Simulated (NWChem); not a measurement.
**C2HBF2 (SMILES C#CB(F)F) at 5 levels**

Wanted: a comparison of 5 runs (HF/STO-3G, HF/3-21G, B3LYP/6-31G*, PBE0/def2-TZVP) of C2HBF2. 

Program for the calculation: NWChem 7.3.0.

### 1 The system as given

The species is C2HBF2 (6 atoms), meant as a singlet with charge 0. As SMILES, `C#CB(F)F`. The coordinates come from a PBE0-D4/def2-TZVP relaxation.

Bond lengths: C1–C2 1.203 Å, C2–B3 1.521 Å, B3–F4 1.316 Å, B3–F5 1.316 Å, C1–H6 1.066 Å. Angles: C1–C2–B3 180.0°, C2–B3–F4 121.1°, C2–B3–F5 121.1°, F4–B3–F5 117.8°, C2–C1–H6 180.0°.

### 2 Energy and gradient at HF/STO-3G (run 1)

File c2hbf2.nw:

```
start c2hbf2
title "C2HBF2 gradient"
memory total 2200 mb

geometry noautosym nocenter noautoz
 C       -0.883700       0.450800       1.253400
 C       -0.218600       0.106200       0.311700
 B        0.622000      -0.329200      -0.878400
 F        0.153600      -1.179500      -1.766600
 F        1.841700       0.131700      -1.054100
 H       -1.473000       0.756000       2.087900
end

basis spherical bse
 * library STO-3G
end

scf
 thresh 1e-08
 maxiter 80
 print medium
end

task scf gradient
```

On the command line:

```
nwchem c2hbf2.nw > c2hbf2.out
```

Standard output:

```text
[...]
  functions       =    26
[...]
  wavefunction    = RHF
[...]
         Total SCF energy =   -295.880593911344
      One-electron energy =   -677.334812950403
      Two-electron energy =    247.932432206070
 Nuclear repulsion energy =    133.521786832989
        Time for solution =      0.7s
[...]
                         RHF ENERGY GRADIENTS
    atom               coordinates                        gradient
                 x          y          z           x          y          z
   1 C      -1.669951   0.851888   2.368583   -0.042413   0.021987   0.060042
   2 C      -0.413094   0.200689   0.589028    0.048521  -0.025158  -0.068709
   3 B       1.175410  -0.622098  -1.659935   -0.012595   0.006645   0.017990
   4 F       0.290262  -2.228932  -3.338390   -0.005189  -0.007632  -0.007297
   5 F       3.480308   0.248877  -1.991960    0.010637   0.004700  -0.000562
   6 H      -2.783566   1.428633   3.945559    0.001039  -0.000543  -0.001464
[...]
```

Run time: 1.5 s. Hardware: 1 thread of Intel Xeon Platinum 8488C (Sapphire Rapids), shared host; peak memory 0.099 GiB.

### 3 Energy and gradient at HF/3-21G (run 2)

File run.py:

```python
from ase import Atoms
from ase.calculators.nwchem import NWChem

mol = Atoms(['C', 'C', 'B', 'F', 'F', 'H'], positions=[
    [-0.883700, 0.450800, 1.253400],
    [-0.218600, 0.106200, 0.311700],
    [0.622000, -0.329200, -0.878400],
    [0.153600, -1.179500, -1.766600],
    [1.841700, 0.131700, -1.054100],
    [-1.473000, 0.756000, 2.087900],
])

calc = NWChem(
    label='c2hbf2',
    theory='scf',
    memory='2200 mb',
    basis='3-21G',
    basispar='spherical bse',
    scf={'nopen': '0', 'rhf': None, 'thresh': '1e-08', 'maxiter': '80'},
)
mol.calc = calc

forces = mol.get_forces()
print("Total energy (eV):", round(mol.get_potential_energy(), 6))
print("forces (eV/A):")
for s, f in zip(mol.symbols, forces):
    print(f"{s:2s} {f[0]:10.5f} {f[1]:10.5f} {f[2]:10.5f}")
print("dipole (e A):", mol.get_dipole_moment().round(4))
```

On the command line:

```
export ASE_NWCHEM_COMMAND="nwchem PREFIX.nwi > PREFIX.nwo"
python run.py
```

Standard output:

```text
Total energy (eV): -8118.385816
forces (eV/A):
C     0.42007   -0.21839   -0.59418
C    -0.76670    0.39826    1.08598
B    -0.93413    0.47735    1.31389
F    -0.33064   -0.87202   -1.01296
F     1.28740    0.38237   -0.33342
H     0.32411   -0.16758   -0.45930
dipole (e A): [-0.2878  0.1492  0.4076]
```

The calculator wrote c2hbf2.nwi:

```
title "c2hbf2"

permanent_dir c2hbf2

scratch_dir c2hbf2

start c2hbf2

geometry units angstrom nocenter noautosym noautoz
  C  -8.8370000000000004e-01 4.5079999999999998e-01 1.2534000000000001e+00
  C  -2.1859999999999999e-01 1.0620000000000000e-01 3.1169999999999998e-01
  B  6.2200000000000000e-01 -3.2919999999999999e-01 -8.7839999999999996e-01
  F  1.5359999999999999e-01 -1.1795000000000000e+00 -1.7665999999999999e+00
  F  1.8416999999999999e+00 1.3170000000000001e-01 -1.0541000000000000e+00
  H  -1.4730000000000001e+00 7.5600000000000001e-01 2.0878999999999999e+00
end

memory 2200 mb

basis spherical bse noprint
   * library 3-21G
end

scf
  nopen 0
  rhf
  thresh 1e-08
  maxiter 80
end

task scf gradient
```

c2hbf2.nwo:

```text
Northwest Computational Chemistry Package (NWChem) 7.3.0
             --------------------------------------------------------

           Job information
           ---------------

    nwchem branch   = 7.3.0
    use scalapack   = T
    input           = c2hbf2.nwi
    prefix          = c2hbf2.
    data base       = c2hbf2/c2hbf2.db
    status          = startup
    nproc           =        1

           Memory information
           ------------------

    heap     =     72089596 doubles =      550.0 Mbytes
    stack    =     72089601 doubles =      550.0 Mbytes
    global   =    144179200 doubles =     1100.0 Mbytes (distinct from heap & stack)
    total    =    288358397 doubles =     2200.0 Mbytes
    verify   = yes
    hardfail = no

[... 131 lines left out ...]
 Convergence threshold     :          1.000E-08
[... 13 lines left out ...]
       Final RHF  results
[... 3 lines left out ...]
      One-electron energy =   -676.916196262936
[... 1 line left out ...]
 Nuclear repulsion energy =    133.521786832989
[... 36 lines left out ...]
                       ROHF Final Molecular Orbital Analysis
[... 217 lines left out ...]
                 ----------------------------------------
                 |  Time  |  1-e(secs)   |  2-e(secs)   |
                 ----------------------------------------
                 |  CPU   |       0.00   |       0.19   |
                 ----------------------------------------
                 |  WALL  |       0.00   |       0.19   |
                 ----------------------------------------

 Task  times  cpu:        1.1s     wall:        1.1s
 Total times  cpu:        1.1s     wall:        1.1s
```

Run time: 2 s. Hardware: 1 thread of Intel Xeon Platinum 8488C (Sapphire Rapids), shared host; peak memory 0.099 GiB.

Runs 3 to 4 aren't shown in full; the table further down has their settings and results.

### 4 Energy and gradient at PBE0/def2-TZVP (run 5)

File m1.nw:

```
start m1
memory total 2200 mb

geometry units bohr noautosym nocenter noautoz
C     -1.66995098     0.85188854     2.36858272
C     -0.41309413     0.20068891     0.58902763
B      1.17540965    -0.62209784    -1.65993543
F      0.29026193    -2.22893196    -3.33839017
F      3.48030860     0.24887693    -1.99196031
H     -2.78356658     1.42863295     3.94555918
end

basis spherical bse
* library def2-TZVP
end

dft
xc pbe0
grid fine
convergence energy 1e-08
maxiter 100
mulliken
print medium
end

task dft gradient
```

On the command line:

```
nwchem m1.nw > m1.out
```

Standard output:

```text
[...]
          Wavefunction type:  closed shell.
          No. of atoms     :     6
          No. of electrons :    36
[...]
          Charge           :     0
          Spin multiplicity:     1
[...]
          AO basis - number of functions:   161
[...]
              XC Information
              --------------
                         PBE0 Method XC Functional
                     Hartree-Fock (Exact) Exchange  0.250
          PerdewBurkeErnzerhof Exchange Functional  0.750
            Perdew 1991 LDA Correlation Functional  1.000 local
           PerdewBurkeErnz. Correlation Functional  1.000 non-local
[...]
 d= 0,ls=0.0,diis     1   -301.1209206867 -4.35D+02  6.93D-03  9.78D-01     4.4
[...]
 d= 0,ls=0.0,diis    11   -301.2160793392 -2.84D-10  6.28D-08  2.23D-10    41.7
         Total DFT energy =     -301.216079339173
      One electron energy =     -679.617299754367
           Coulomb energy =      280.795020772581
    Exchange-Corr. energy =      -35.915577674477
 Nuclear repulsion energy =      133.521777317090
[...]
      Total Density - Mulliken Population Analysis
     ---------------------------------------------
    Atom       Charge   Shell Charges
 -----------   ------   -------------------------------------------------------
    1 C    6     6.23   0.86  1.12  0.56  0.50  0.20  1.27  1.25  0.44  0.01  0.02  0.01
    2 C    6     6.06   0.86  1.11  0.55  0.49  0.07  1.29  1.36  0.29  0.01  0.03  0.01
    3 B    5     4.46   0.91  1.06  0.52  0.13  0.00  0.98  0.42  0.08  0.14  0.17  0.06
    4 F    9     9.22   0.77  1.20  0.61  0.97  0.37  2.28  2.14  0.87  0.00  0.01  0.00
    5 F    9     9.22   0.77  1.20  0.61  0.97  0.37  2.28  2.14  0.87  0.00  0.01  0.00
    6 H    1     0.81   0.26  0.44  0.08  0.02
[...]
  wavefunction    = closed shell
                         DFT ENERGY GRADIENTS
    atom               coordinates                        gradient
                 x          y          z           x          y          z
   1 C      -1.669951   0.851889   2.368583    0.000157  -0.000074  -0.000229
   2 C      -0.413094   0.200689   0.589028   -0.000070   0.000025   0.000095
   3 B       1.175410  -0.622098  -1.659935    0.000041   0.000069   0.000059
   4 F       0.290262  -2.228932  -3.338390   -0.000025   0.000013   0.000040
   5 F       3.480309   0.248877  -1.991960   -0.000115  -0.000024   0.000047
   6 H      -2.783567   1.428633   3.945559    0.000012  -0.000009  -0.000012
[...]
```

Run time: 57 s. Hardware: 1 thread of Intel Xeon Platinum 8488C (Sapphire Rapids), shared host; peak memory 0.13 GiB.

### 5 The series

```tsv
run	level	iteration cap	module	energy (Eh)	dipole moment (D)	HOMO energy (eV)	LUMO energy (eV)	wall time
1	HF/STO-3G	80	scf	-295.880594	0.90	-9.52	6.64	1.5 s
2	HF/3-21G	80	scf	-298.345178	2.50	-11.79	2.66	2 s
3	B3LYP/6-31G* (spherical functions)	100	dft	-301.401702	1.79	-8.19	-1.19	16 s
4	B3LYP/6-31G* (Cartesian functions)	100	dft	-301.406196	1.79	–	–	17 s
5	PBE0/def2-TZVP	100	dft	-301.216079	1.95	-8.92	-1.50	57 s
```

### 6 Results

| quantity | value |
| --- | --- |
| run 5: total energy | -301.21608 Eh |
| run 5: dipole moment | 1.95 D |
| run 5: HOMO energy | -8.92 eV |
| run 5: LUMO energy | -1.50 eV |
| run 5: HOMO–LUMO gap | 7.42 eV |
| run 5: largest force on an atom | 0.015 eV/Å |

In words: The dipole moment (its size) runs from 0.90 D (HF/STO-3G) to 2.50 D (HF/3-21G). Over runs 1, 2, 3, 5 the HOMO–LUMO gap runs from 7.00 eV (B3LYP/6-31G*) to 16.15 eV (HF/STO-3G). The two ends differ in method and basis. Totals of different functionals can't be ranked against each other. In run 1 the basis is minimal, so the values are rough. All runs together took 94 s, the longest 57 s.
